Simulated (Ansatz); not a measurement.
# Ge, space group Cmmm: a comparison of norm-conserving and PAW potentials

Run with the Ansatz DFT code, driven from Python.

Script `nc_paw_ge.py`:
```python
"""Norm-conserving against PAW potentials for Ge."""

import ansatz as az
import numpy as np

XC = "lda"
K_DENSITY = 3.4
FILLING = "fermi_dirac"
BETA = 0.7


def count_gap(report):
    # lowest empty less highest filled band, counting bands; zero where they overlap
    return max(report.get("gap_by_band_count_ev") or 0.0, 0.0)


def main() -> None:
    crystal = (
        az.Lattice.of((1.397149, -2.600516, 0.0), (1.397149, 2.600516, 0.0), (0.0, 0.0, 2.698231))
        .atom("Ge", (0.5, 0.5, 0.0))
    )

    calculation = crystal.calculation()
    calculation = calculation.functional(XC).kpoints(density=K_DENSITY)
    calculation = calculation.occupations(FILLING)
    calculation = calculation.mixing("broyden", beta=BETA).stress()
    calculation = calculation.forces().band_table()
    variants = {
        "PAW": calculation.pseudopotentials("paw"),
        "norm-conserving": calculation.pseudopotentials("nc"),
    }
    # totals differ by the cores that each treatment holds, so compare what does not depend on them
    rows = []
    for label, variant in variants.items():
        summary = variant.run().report
        levels = np.array(summary["eigenvalues_ev"][0]) - summary["fermi_energy_ev"]
        print(label, "levels at the first k-point near E_F:", np.round(levels[np.abs(levels) < 5], 3))
        rows.append((label, summary["n_electrons"], np.trace(summary["stress_gpa"]) / 3, count_gap(summary)))
    lines = [",".join(["treatment", "electrons in bands", "P GPa", "gap by band count eV"])] + [",".join(f"{v:.4f}" if isinstance(v, float) else str(v) for v in row) for row in rows]
    print("\n".join(lines))
    with open("nc_paw.csv", "w") as handle:
        handle.write("\n".join(lines) + "\n")


if __name__ == "__main__":
    main()
```

```console
$ python nc_paw_ge.py
DeckWarning: basis.ecutwfc = 420 eV, auto-derived from the records' recommended cutoffs: set by Ge (normal level)
PAW levels at the first k-point near E_F: []
DeckWarning: basis.ecutwfc = 1061.244064 eV, auto-derived from the records' recommended cutoffs: set by Ge (normal level)
norm-conserving levels at the first k-point near E_F: []
treatment,electrons in bands,P GPa,gap by band count eV
PAW,14.0000,-5.5634,0.0000
norm-conserving,14.0000,-5.5838,0.0000
```
(Warnings from the package without file and line.)

PAW gives -5.563 GPa and norm-conserving -5.584 GPa, 0.020 GPa apart. They took 1.6 and 4.1 s of processor time.

What to keep in mind:
- The settings weren't tested for convergence.
- The computed bands are complete only to about 5.6 eV above the Fermi level.
- For a metal this k-point mesh is coarse: on a finer one energies can move by several to tens of meV an atom and pressures by half a GPa or more, differences at one mesh by less.
- A gap by band count of zero or less means overlapping bands, a metal.
- At these settings the cell as given stands under about -6 GPa, so it isn't at this functional's equilibrium volume.
- This isn't the structure that Ge takes at ambient conditions.
- Gaps and levels are Kohn-Sham values on a finite set of k-points, without spin-orbit coupling.
- Stress is positive in compression.
- Finished in 6.3 s on 1 thread of Arm Neoverse V1, on a shared host, peak memory 0.42 GiB.
